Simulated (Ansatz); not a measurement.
**CH₇NSiSn: up Jacob's ladder to CCSD(T)**

Aim: compute CH₇NSiSn with functionals from several rungs and with coupled cluster, and see how far each lands from CCSD(T) at the basis-set limit for the atomisation energy.

Program: Ansatz 0.2.0, Gaussian basis. Level of theory: functionals in def2-TZVPP, the program's frozen cores in correlated methods. These are calculated values, not measurements.

Levels to be run: PBE-D4, r2SCAN-D4, PBE0-D4, B3LYP-D4, ωB97X-V, ωB97M-V, B2PLYP; CCSD(T)/def2-TZVPP; MP2/def2-QZVPP; extrapolation to the limit.

### 1 Structure used throughout

The geometry comes from an earlier relaxation with PBE0-D4 in a triple-zeta def2 set; it is a stationary point, not always the lowest conformer. Sn takes the def2 core potential; no spin-orbit term is included.

SMILES `[CH3][SnH]1[NH][SiH2]1`, 11 atoms, charge 0, spin multiplicity 1.

Atoms are counted from 1 here; the program's logs count them from 0.

Bond lengths: C1–Sn2 2.140 Å, C1–H5 1.090 Å, C1–H6 1.089 Å, C1–H7 1.090 Å, Sn2–N3 2.102 Å, Sn2–Si4 2.473 Å, Sn2–H8 1.716 Å, N3–Si4 1.695 Å, N3–H9 1.006 Å, Si4–H10 1.492 Å, Si4–H11 1.490 Å. Angles: Sn2–C1–H5 110.2°, Sn2–C1–H6 109.0°, Sn2–C1–H7 109.2°, H5–C1–H6 109.6°, H5–C1–H7 109.2°, H6–C1–H7 109.6°, C1–Sn2–N3 109.2°, C1–Sn2–Si4 126.7°, C1–Sn2–H8 110.3°, N3–Sn2–Si4 42.5°, N3–Sn2–H8 111.0°, Si4–Sn2–H8 121.7°, Sn2–N3–Si4 80.5°, Sn2–N3–H9 138.9°, Si4–N3–H9 134.7°, Sn2–Si4–N3 56.9°, Sn2–Si4–H10 120.7°, Sn2–Si4–H11 123.7° and more.

### 2 PBE-D4 (GGA)

Contents of in.yaml:

```yaml
crystal:
  periodic: [false, false, false]
  atoms:
    - {symbol: C, position_ang: [-1.351613, 1.618961, -0.223190]}
    - {symbol: Sn, position_ang: [0.190428, 0.246847, -0.788268]}
    - {symbol: N, position_ang: [1.090972, -0.534138, 0.942961]}
    - {symbol: Si, position_ang: [0.618270, -1.981206, 0.196918]}
    - {symbol: H, position_ang: [-1.951261, 1.891109, -1.092039]}
    - {symbol: H, position_ang: [-1.987299, 1.149218, 0.525903]}
    - {symbol: H, position_ang: [-0.895979, 2.517189, 0.194560]}
    - {symbol: H, position_ang: [1.349257, 1.030309, -1.782874]}
    - {symbol: H, position_ang: [1.803036, -0.280488, 1.607114]}
    - {symbol: H, position_ang: [1.633678, -2.896843, -0.399827]}
    - {symbol: H, position_ang: [-0.434187, -2.817957, 0.839243]}
basis:
  gaussian: {orbitals: def2-TZVPP}
hamiltonian: {xc: pbe, dispersion: d4}
output: {forces: true, orbitals: {seedname: orbitals}}
```

Run with:

```
ansatz run in.yaml --threads 4 --pin off --events-out ev --progress --plain --max-ram 10444MiB
```

After this run come: r2SCAN-D4 (meta-GGA); PBE0-D4 (hybrid); B3LYP-D4 (hybrid); ωB97X-V (range-separated); ωB97M-V (range-separated); B2PLYP (double hybrid); CCSD(T) in def2-TZVPP; MP2 in def2-QZVPP.

Q: Predict the results of all the runs planned. Wanted: atomisation energy, CCSD(T)/CBS; farthest; mean size of error, hybrid; mean size of error, range-separated; gap, smallest and largest; T1 diagnostic; triples share of the correlation energy.

The runs gave:

| quantity | value |
| --- | --- |
| atomisation energy, CCSD(T)/CBS | 3455.0 kJ/mol |
| functionals within 34.5 kJ/mol (1.0 %) | PBE-D4, r2SCAN-D4, B3LYP-D4, ωB97X-V, ωB97M-V |
| farthest | B2PLYP (-72.2 kJ/mol) |
| mean size of error, hybrid | 33.9 kJ/mol |
| mean size of error, range-separated | 10.8 kJ/mol |
| gap, smallest and largest | 3.63 eV (PBE-D4), 9.50 eV (ωB97X-V) |
| T1 diagnostic | 0.0136 |
| triples share of the correlation energy | 3.7 % |

What this shows: PBE-D4 is off by +8.9 kJ/mol. Double hybrids carry the basis error of their MP2 part in triple zeta, and no dispersion term here, so their miss is partly the set-up's. Misses under about 34.5 kJ/mol are within the doubt on the reference itself, which lacks core-valence correlation, spin-orbit coupling and higher excitations, and its outer-core shells are covered unevenly. All levels share the lack of spin-orbit coupling, which lowers the free heavy atoms and so the true binding. Hartree-Fock recovers 69 % of the binding; the rest is correlation. Orbital gaps span 3.6 to 9.5 eV; exact exchange widens them. Correlated methods include outer-core shells of Sn, which these sets cover unevenly.
